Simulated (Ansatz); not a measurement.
# Cs4Pb4IBr11: the cost of one run

Computed with Ansatz 0.2.0 (DFT, PBE, plane-wave PAW, default files, scalar-relativistic, as far as a step names no other, unless a step's input says otherwise).

### 1 Starting point

It takes space group I4/mmm (No. 139, tetragonal). The conventional cell has a = 11.740 Å, b = 11.740 Å, c = 11.740 Å, α = 90.00°, β = 90.00°, γ = 90.00°. Cs (site symmetry m2m) has 1 I at 4.15 Å and 11 Br at 4.15 Å as nearest neighbours. Around Pb (site symmetry 4mm) lie 5 Br at 2.93 to 2.94 Å and 1 I at 2.94 Å. Around Pb (site symmetry -4m2) lie 6 Br at 2.94 Å. I (site symmetry 4/mmm) is surrounded by 2 Pb at 2.94 Å and 4 Cs at 4.15 Å. Br (site symmetry mmm) has 2 Pb at 2.93 to 2.94 Å and 4 Cs at 4.15 Å as nearest neighbours. Br (site symmetry 4/mmm) is surrounded by 2 Pb at 2.93 to 2.94 Å and 4 Cs at 4.15 Å. Around Br (site symmetry m) lie 2 Pb at 2.94 Å and 4 Cs at 4.15 Å.

As a file:

```cif
data_structure
_symmetry_space_group_name_H-M 'P 1'
_symmetry_Int_Tables_number 1
_cell_length_a 10.1671
_cell_length_b 10.1671
_cell_length_c 10.1671
_cell_angle_alpha 109.471
_cell_angle_beta 109.471
_cell_angle_gamma 109.471
_cell_volume 809.05
loop_
_atom_site_label
_atom_site_type_symbol
_atom_site_fract_x
_atom_site_fract_y
_atom_site_fract_z
_atom_site_occupancy
Cs1 Cs 0.00000 0.00000 0.00000 1
Cs2 Cs 0.50000 0.50000 0.00000 1
Cs3 Cs 0.50000 0.00000 0.50000 1
Cs4 Cs 0.00000 0.50000 0.50000 1
Pb1 Pb 0.50000 0.50000 0.50000 1
Pb2 Pb 0.00000 0.00000 0.50000 1
Pb3 Pb 0.00000 0.50000 0.00000 1
Pb4 Pb 0.50000 0.00000 0.00000 1
I1 I 0.50000 0.25000 0.25000 1
Br1 Br 0.00000 0.75000 0.25000 1
Br2 Br 0.00000 0.25000 0.75000 1
Br3 Br 0.50000 0.75000 0.75000 1
Br4 Br 0.25000 0.50000 0.25000 1
Br5 Br 0.75000 0.00000 0.25000 1
Br6 Br 0.75000 0.50000 0.75000 1
Br7 Br 0.25000 0.00000 0.75000 1
Br8 Br 0.25000 0.25000 0.50000 1
Br9 Br 0.75000 0.75000 0.50000 1
Br10 Br 0.75000 0.25000 0.00000 1
Br11 Br 0.25000 0.75000 0.00000 1
```

Atom 9 of the input is the impurity.

### 2 Gradients at the starting positions

Contents of input.yaml:

```yaml
crystal:
  lattice:
    - [-5.87, 5.87, 5.87]
    - [5.87, -5.87, 5.87]
    - [5.87, 5.87, -5.87]
  atoms:
    - { symbol: Cs, position: [0.0, 0.0, 0.0] }
    - { symbol: Cs, position: [0.5, 0.5, 0.0] }
    - { symbol: Cs, position: [0.5, 0.0, 0.5] }
    - { symbol: Cs, position: [0.0, 0.5, 0.5] }
    - { symbol: Pb, position: [0.5, 0.5, 0.5] }
    - { symbol: Pb, position: [0.0, 0.0, 0.5] }
    - { symbol: Pb, position: [0.0, 0.5, 0.0] }
    - { symbol: Pb, position: [0.5, 0.0, 0.0] }
    - { symbol: I, position: [0.5, 0.25, 0.25] }
    - { symbol: Br, position: [0.0, 0.75, 0.25] }
    - { symbol: Br, position: [0.0, 0.25, 0.75] }
    - { symbol: Br, position: [0.5, 0.75, 0.75] }
    - { symbol: Br, position: [0.25, 0.5, 0.25] }
    - { symbol: Br, position: [0.75, 0.0, 0.25] }
    - { symbol: Br, position: [0.75, 0.5, 0.75] }
    - { symbol: Br, position: [0.25, 0.0, 0.75] }
    - { symbol: Br, position: [0.25, 0.25, 0.5] }
    - { symbol: Br, position: [0.75, 0.75, 0.5] }
    - { symbol: Br, position: [0.75, 0.25, 0.0] }
    - { symbol: Br, position: [0.25, 0.75, 0.0] }
kpoints:
  mp_grid: { grid: [2, 2, 2] }
scf:
  occupations: { method: fermi_dirac, width: 0.01 }
hamiltonian:
  xc: pbe
  pseudopotentials: { kind: paw }
output:
  forces: true
  stress: true
  populations: true
  efg:
    quadrupole_moments_barn: { Cs: -0.00343, I: -0.68822, Br: 0.2579 }
    contact_densities: true
```

Run with:

```bash
ansatz run input.yaml --threads 1 --pin off --max-ram 3072MiB --backend cpu --events-out ev --progress --plain --runs-dir out
```

What time and memory should one allow on 1 thread of Intel Xeon 6975P-C (Granite Rapids), shared host?

About 21 s, with a peak of 1.4 GiB.
